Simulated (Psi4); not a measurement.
# BNH2F2 (SMILES NB(F)F): levels of theory compared

We compute a comparison of 3 runs (B3LYP/6-31G*, MP2/def2-SVP, SCS-MP2/heavy-aug-cc-pVDZ) of BNH2F2. 

The results are computed with Psi4 1.11.

5 further runs of the same task are left out: 1 that didn't finish, 4 set aside as unsound or not needed.

## 1. The system as given

BNH2F2 has 6 atoms, charge 0, and is taken as a singlet. SMILES: `NB(F)F`. The shape is that of a PBE0-D4/def2-TZVP optimisation.

Bond lengths: N1–B2 1.392 Å, B2–F3 1.330 Å, B2–F4 1.330 Å, N1–H5 1.003 Å, N1–H6 1.003 Å. Angles: N1–B2–F3 121.2°, N1–B2–F4 121.2°, F3–B2–F4 117.6°, B2–N1–H5 122.4°, B2–N1–H6 122.4°, H5–N1–H6 115.2°.

## 2. Energy and forces at B3LYP/6-31G(d) (spherical functions) (run 1)

Contents of job.py:

```python
import psi4

psi4.set_memory(1600000000)
psi4.set_num_threads(1)
psi4.set_output_file('bf2h2n.out', False)

geom = psi4.geometry("""
0 1
N
B 1 1.392159
F 2 1.329553 1 121.19598
F 2 1.329577 3 117.60327 1 179.99329
H 1 1.003462 2 122.38641 3 179.99062
H 1 1.003428 5 115.22219 2 179.98728
symmetry c1
no_reorient
no_com
""")

psi4.set_options({
    'basis': '6-31G*',
    'puream': True,
    'e_convergence': 1e-09,
    'd_convergence': 1e-08,
    'scf_type': 'pk',
    'dft_radial_points': 99,
    'dft_spherical_points': 590,
})

energy_value, wavefunction = psi4.gradient("b3lyp", return_wfn=True)
psi4.oeprop(wavefunction, "MAYER_INDICES", "MULLIKEN_CHARGES", "DIPOLE")
print('gradient / Eh bohr^-1')
print(energy_value.np.round(6))
print(f'energy = {wavefunction.energy():.10f} Eh')
```

Command:

```bash
python job.py
```

bf2h2n.out:

```text
[...]
  Running in c1 symmetry.
[...]
  Nuclear repulsion =  112.807407914872101
[...]
  Multiplicity = 1
[...]
  Nalpha       = 16
  Nbeta        = 16
[...]
    Number of basis functions: 60
[...]
   @RKS iter   1:  -280.41220098056783   -2.91241e-01   1.30292e-02 ADIIS/DIIS
[...]
   @RKS iter   9:  -280.65020119194890   -2.73985e-11   9.85542e-09 DIIS
[...]
    Orbital Energies [Eh]
    ---------------------
    Doubly Occupied:
       1A    -24.680815     2A    -24.680804     3A    -14.326392
       4A     -6.832567     5A     -1.206455     6A     -1.178662
       7A     -0.876716     8A     -0.557389     9A     -0.536747
      10A     -0.509881    11A     -0.479747    12A     -0.462425
      13A     -0.404934    14A     -0.402597    15A     -0.388311
      16A     -0.288707
[...]
  @RKS Final Energy:  -280.65020119194890
   => Energetics <=
    Nuclear Repulsion Energy =            112.8074079148721012
    One-Electron Energy =                -612.2486396403305662
    Two-Electron Energy =                 245.3216861283910077
    DFT Exchange-Correlation Energy =     -26.5306555948814342
    Empirical Dispersion Energy =           0.0000000000000000
    VV10 Nonlocal Energy =                  0.0000000000000000
    Total Energy =                       -280.6502011919488950
[...]
  -Total Gradient:
     Atom            X                  Y                   Z
    ------   -----------------  -----------------  -----------------
       1       -0.000002195101    -0.000038709720     0.001805469086
       2        0.000013784382    -0.000005552916    -0.001833352779
       3       -0.000005002383     0.006090828060    -0.002940587101
       4       -0.000004700256    -0.006073991051    -0.002921815754
       5       -0.000000449115    -0.003657992695     0.002924761990
       6       -0.000001359869     0.003685469528     0.002936831079
[...]
 Multipole Moments:
 ------------------------------------------------------------------------------------
     Multipole            Electronic (a.u.)      Nuclear  (a.u.)        Total (a.u.)
 ------------------------------------------------------------------------------------
 L = 1.  Multiply by 2.5417464519 to convert [e a0] to [Debye]
 Dipole X            :          0.0000469           -0.0001008           -0.0000539
 Dipole Y            :         -0.0000685            0.0000962            0.0000278
 Dipole Z            :          3.8332402           -4.8719018           -1.0386616
 Magnitude           :                                                    1.0386616
[...]
  Mulliken Charges: (a.u.)
   Center  Symbol    Alpha    Beta     Spin     Total
       1     N     3.87830  3.87830  0.00000 -0.75660
       2     B     2.18356  2.18356  0.00000  0.63289
       3     F     4.63701  4.63701  0.00000 -0.27401
       4     F     4.63702  4.63702  0.00000 -0.27403
       5     H     0.33206  0.33206  0.00000  0.33588
       6     H     0.33206  0.33206  0.00000  0.33588
   Total alpha = 16.00000, Total beta = 16.00000, Total charge =  0.00000
  Mayer Bond Indices:
[...]
```

On the terminal:

```text
gradient / Eh bohr^-1
[[-2.000e-06 -3.900e-05  1.805e-03]
 [ 1.400e-05 -6.000e-06 -1.833e-03]
 [-5.000e-06  6.091e-03 -2.941e-03]
 [-5.000e-06 -6.074e-03 -2.922e-03]
 [-0.000e+00 -3.658e-03  2.925e-03]
 [-1.000e-06  3.685e-03  2.937e-03]]
energy = -280.6502011919 Eh
```

Wall time 13 s (1 thread of AMD EPYC 7R43 (Zen 3), shared host); peak memory 0.76 GiB.

## 3. A single-point energy at MP2/def2-SVP (run 2)

Contents of bf2h2n.xyz:

```xyz
6
BF2H2N
N     -0.210700     0.687600    -0.156800
B      0.195300    -0.614700     0.121200
F     -0.667400    -1.526100     0.560300
F      1.459700    -0.991800    -0.042700
H      0.425000     1.389500    -0.488700
H     -1.159800     0.991400    -0.039400
```

Contents of calc.py:

```python
import psi4

psi4.set_memory(1600000000)
psi4.set_num_threads(1)
psi4.set_output_file('bf2h2n.out', False)

with open('bf2h2n.xyz') as f:
    atoms = ''.join(f.readlines()[2:])
molecule = psi4.geometry('0 1\n' + atoms + 'symmetry c1')

psi4.set_options(dict(puream=True, e_convergence=1e-09, d_convergence=1e-08, scf_type='pk', num_frozen_docc=4, mp2_type='conv'))

energy_value, wavefunction = psi4.energy("mp2/def2-SVP", return_wfn=True)
print('E =', round(energy_value, 9))
for k, v in sorted(psi4.core.scalar_variables().items()):
    print(f'{k:45s} {v:18.10f}')
```

Command:

```bash
python calc.py
```

bf2h2n.out:

```text
[...]
  Running in c1 symmetry.
[...]
  Nuclear repulsion =  112.807430829563600
[...]
  Multiplicity = 1
[...]
  Nalpha       = 16
  Nbeta        = 16
[...]
    Number of basis functions: 66
[...]
   @RHF iter   1:  -279.03569851651974   -8.74091e-01   7.62253e-03 ADIIS/DIIS
[...]
   @RHF iter  10:  -279.13876517772280   -1.10845e-11   6.40521e-09 DIIS
[...]
    Orbital Energies [Eh]
    ---------------------
    Doubly Occupied:
       1A    -26.286222     2A    -26.286163     3A    -15.567350
       4A     -7.714462     5A     -1.599594     6A     -1.568263
       7A     -1.165601     8A     -0.799064     9A     -0.758540
      10A     -0.737588    11A     -0.700727    12A     -0.678539
      13A     -0.646046    14A     -0.628068    15A     -0.621387
      16A     -0.452495
[...]
  @RHF Final Energy:  -279.13876517772280
   => Energetics <=
    Nuclear Repulsion Energy =            112.8074308295636001
    One-Electron Energy =                -611.4721740729094108
    Two-Electron Energy =                 219.5259780656230078
    Total Energy =                       -279.1387651777228029
[...]
 Multipole Moments:
 ------------------------------------------------------------------------------------
     Multipole            Electronic (a.u.)      Nuclear  (a.u.)        Total (a.u.)
 ------------------------------------------------------------------------------------
 L = 1.  Multiply by 2.5417464519 to convert [e a0] to [Debye]
 Dipole X            :          1.0867906           -1.4206992           -0.3339087
 Dipole Y            :         -3.4862946            4.5574873            1.0711927
 Dipole Z            :          0.7441529           -0.9727998           -0.2286468
 Magnitude           :                                                    1.1450887
[...]
	SCS-MP2 Total Energy (a.u.)        :  -279.73460091936175
	SOS-MP2 Total Energy (a.u.)        :  -279.72436765608933
	SCSN-MP2 Total Energy (a.u.)       :  -279.43064150670716
[...]
	SOS-PI-MP2 Total Energy (a.u.)     :  -279.76941400057910
[...]
	MP2 Total Energy (a.u.)            :  -279.75506744590672
[...]
```

Standard output:

```text
E = -279.755067446
CURRENT CORRELATION ENERGY                         -0.6163022682
CURRENT ENERGY                                   -279.7550674459
CURRENT REFERENCE ENERGY                         -279.1387651777
DD SOLVATION ENERGY                                 0.0000000000
HF KINETIC ENERGY                                 278.4977850902
HF POTENTIAL ENERGY                              -557.6365502680
HF TOTAL ENERGY                                  -279.1387651777
HF VIRIAL RATIO                                     2.0023015626
MP2 CORRELATION ENERGY                             -0.6163022682
MP2 DOUBLES ENERGY                                 -0.6163022682
MP2 OPPOSITE-SPIN CORRELATION ENERGY               -0.4504634449
MP2 SAME-SPIN CORRELATION ENERGY                   -0.1658388233
MP2 SINGLES ENERGY                                  0.0000000000
MP2 TOTAL ENERGY                                 -279.7550674459
NUCLEAR REPULSION ENERGY                          112.8074308296
ONE-ELECTRON ENERGY                              -611.4721740729
PCM POLARIZATION ENERGY                             0.0000000000
PE ENERGY                                           0.0000000000
SCF ITERATION ENERGY                             -279.1387651777
SCF ITERATIONS                                     10.0000000000
SCF TOTAL ENERGY                                 -279.1387651777
SCS(N)-MP2 CORRELATION ENERGY                      -0.2918763290
SCS(N)-MP2 TOTAL ENERGY                          -279.4306415067
SCS-MP2 CORRELATION ENERGY                         -0.5958357416
SCS-MP2 TOTAL ENERGY                             -279.7346009194
SCS-MP2-VDW CORRELATION ENERGY                     -0.6595126211
SCS-MP2-VDW TOTAL ENERGY                         -279.7982777988
SOS-MP2 CORRELATION ENERGY                         -0.5856024784
SOS-MP2 TOTAL ENERGY                             -279.7243676561
SOS-PI-MP2 CORRELATION ENERGY                      -0.6306488229
SOS-PI-MP2 TOTAL ENERGY                          -279.7694140006
TWO-ELECTRON ENERGY                               219.5259780656
```

It took 3.6 s on 1 thread of AMD EPYC 7R43 (Zen 3), shared host; peak memory 0.26 GiB.

## 4. The energy at SCS-MP2/heavy-aug-cc-pVDZ (DKH3) (run 3)

Contents of bf2h2n.in:

```
memory 1.6 GB

molecule mol {
  N     -0.210700     0.687600    -0.156800
  B      0.195300    -0.614700     0.121200
  F     -0.667400    -1.526100     0.560300
  F      1.459700    -0.991800    -0.042700
  H      0.425000     1.389500    -0.488700
  H     -1.159800     0.991400    -0.039400
  symmetry c1
}

set basis heavy-aug-cc-pVDZ
set reference rhf
set scf_type pk
set freeze_core true
set mp2_type conv
set relativistic dkh
set dkh_order 3

e_tot, wfn = energy("scs-mp2", return_wfn=True)
print_variables()
```

Command:

```bash
psi4 bf2h2n.in bf2h2n.out -n 1
```

bf2h2n.out:

```text
[...]
  Running in c1 symmetry.
[...]
  Nuclear repulsion =  112.807430829563600
[...]
  Multiplicity = 1
[...]
  Nalpha       = 16
  Nbeta        = 16
[...]
    Number of basis functions: 102
[...]
   @RHF iter   1:  -279.45847776785871   -9.27359e-01   5.46081e-03 ADIIS/DIIS
[...]
   @RHF iter  11:  -279.58113177722788   -1.30740e-12   2.74358e-09 DIIS
[...]
    Orbital Energies [Eh]
    ---------------------
    Doubly Occupied:
       1A    -26.341300     2A    -26.341298     3A    -15.588378
       4A     -7.725300     5A     -1.639658     6A     -1.608908
       7A     -1.188286     8A     -0.812379     9A     -0.764627
      10A     -0.742551    11A     -0.704743    12A     -0.682220
      13A     -0.650180    14A     -0.633908    15A     -0.625553
      16A     -0.453845
[...]
  @RHF Final Energy:  -279.58113177722788
   => Energetics <=
    Nuclear Repulsion Energy =            112.8074308295636001
    One-Electron Energy =                -611.7708558296371848
    Two-Electron Energy =                 219.3822932228457034
    Total Energy =                       -279.5811317772278812
[...]
 Multipole Moments:
 ------------------------------------------------------------------------------------
     Multipole            Electronic (a.u.)      Nuclear  (a.u.)        Total (a.u.)
 ------------------------------------------------------------------------------------
 L = 1.  Multiply by 2.5417464519 to convert [e a0] to [Debye]
 Dipole X            :          1.1049169           -1.4206992           -0.3157823
 Dipole Y            :         -3.5444554            4.5574873            1.0130319
 Dipole Z            :          0.7565734           -0.9727998           -0.2162264
 Magnitude           :                                                    1.0829155
[...]
	SCS-MP2 Total Energy (a.u.)        :  -280.22090943093571
	SOS-MP2 Total Energy (a.u.)        :  -280.20986677140667
	SCSN-MP2 Total Energy (a.u.)       :  -279.89480015563839
[...]
	SOS-PI-MP2 Total Energy (a.u.)     :  -280.25823100172806
[...]
	MP2 Total Energy (a.u.)            :  -280.24299474999373
[...]
```

It took 10 s on 1 thread of AMD EPYC 7R43 (Zen 3), shared host; peak memory 0.64 GiB.

## 5. Overview of the runs

```csv
run,level,task,frozen core orbitals,energy (Eh),HOMO energy (eV),LUMO energy (eV),HOMO–LUMO gap (eV),wall time
1,B3LYP/6-31G* (spherical functions),gradient,0,-280.650201,-7.86,2.12,9.98,13 s
2,MP2/def2-SVP,energy,4,-279.755067,-12.31,4.59,16.90,3.6 s
3,SCS-MP2/heavy-aug-cc-pVDZ (DKH3),energy,4,-280.220909,-12.35,1.10,13.45,10 s
```

## 6. Summary of results

```
                                          quantity          value
                               run 3: total energy  -280.22091 Eh
        run 3: HOMO energy (Hartree–Fock orbitals)      -12.35 eV
        run 3: LUMO energy (Hartree–Fock orbitals)        1.10 eV
      run 3: HOMO–LUMO gap (Hartree–Fock orbitals)       13.45 eV
run 3: correlation energy (4 core orbitals frozen)     -639.8 mEh
```

All runs together took 27 s, the longest 13 s.
